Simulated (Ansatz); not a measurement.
# GeH7Si: the cost of one run

Program: Ansatz 0.2.0. Level of theory: UHF/def2-SVP. These are calculated values, not measurements.

## (1) Reference run: SiGeH7 radical, relaxed

The input, input.yaml:

```yaml
crystal:
  periodic: [false, false, false]
  atoms:
    - { symbol: H, position_ang: [0.00649, 0.023745, 0.060965] }
    - { symbol: Si, position_ang: [0.185424, 0.312971, 1.899816] }
    - { symbol: Ge, position_ang: [-0.184885, -0.308598, -1.895591] }
    - { symbol: H, position_ang: [-0.196042, 1.736893, 2.198324] }
    - { symbol: H, position_ang: [1.617943, 0.058196, 2.280793] }
    - { symbol: H, position_ang: [-0.729809, -0.641054, 2.61701] }
    - { symbol: H, position_ang: [1.034883, -1.141502, -2.381559] }
    - { symbol: H, position_ang: [-0.231507, 1.056272, -2.638971] }
    - { symbol: H, position_ang: [-1.502497, -1.096924, -2.140886] }
magnetization:
  spin_polarized: true
  initial_magnetization: 1
basis:
  gaussian: { orbitals: def2-SVP }
hamiltonian:
  xc: hf
output:
  forces: true
relax:
  f_tol: 0.02
  max_steps: 120
  constraints: [{ distance: [0, 2] }, { distance: [0, 1] }]
  escape_saddle: false
```

Run with:

```console
ansatz run input.yaml --threads 1 --pin off --max-ram 2560MiB --backend cpu --events-out ev --progress --plain --runs-dir out
```

What time and memory should one allow on 1 thread of Arm Neoverse N1, shared host?

About 14 s, with a peak of 0.2 GiB.
